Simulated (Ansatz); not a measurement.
# K2W: the cost of one run

Program: Ansatz 0.2.0. Level of theory: DFT PBE, scalar-relativistic, plane waves, PAW. These are calculated values, not measurements.

## Step 1: Starting point

The structure is orthorhombic, space group Pnnm (No. 58). Conventional cell: a = 6.473 Å, b = 6.670 Å, c = 4.357 Å, α = 90.00°, β = 90.00°, γ = 90.00°. K (site symmetry m) is surrounded by 3 W at 2.80 to 2.87 Å. W (site symmetry 2/m) has 6 K at 2.80 to 2.87 Å as nearest neighbours.

Coordinates:

```
CELL_PARAMETERS angstrom
6.47278 0.00000 0.00000
0.00000 6.66987 0.00000
0.00000 0.00000 4.35668
ATOMIC_POSITIONS crystal
K 0.22500 0.82500 0.50000
K 0.72500 0.67500 0.00000
K 0.77500 0.17500 0.50000
K 0.27500 0.32500 0.00000
W 0.50000 0.50000 0.50000
W 0.00000 0.00000 0.00000
```

This is candidate A: anti-CaCl2 type (Pnnm, No. 58).

(A quick probe on a coarse mesh, which set the mesh and smearing, is not shown.)

## Step 3: Coarse relaxation (candidate A)

The input, input.yaml:

```yaml
crystal:
  lattice:
    - [6.4727804105, 0.0, 0.0]
    - [0.0, 6.6698682755, 0.0]
    - [0.0, 0.0, 4.3566791224]
  atoms:
    - { symbol: K, position: [0.225, 0.825, 0.5] }
    - { symbol: K, position: [0.725, 0.675, 0.0] }
    - { symbol: K, position: [0.775, 0.175, 0.5] }
    - { symbol: K, position: [0.275, 0.325, 0.0] }
    - { symbol: W, position: [0.5, 0.5, 0.5] }
    - { symbol: W, position: [0.0, 0.0, 0.0] }
basis:
  ecutwfc: 420
kpoints:
  mp_grid: { grid: [4, 4, 4] }
hamiltonian:
  xc: pbe
scf:
  occupations: { method: gaussian, width: 0.1 }
  lower_state_search: "off"
output:
  forces: true
  stress: true
  eigenvalues: true
relax:
  adjacent_minimum: "off"
  f_tol: 0.04
  max_steps: 70
  cell: { stress_tol: 0.4 }
```

Launch:

```sh
$ ansatz run input.yaml --threads 1 --pin off --max-ram 2560MiB --backend cpu --events-out ev --progress --plain --runs-dir out
```

What time and memory should one allow on 1 thread of AMD EPYC 7B13 (Zen 3), shared host?

About 4 min, with a peak of 0.6 GiB.
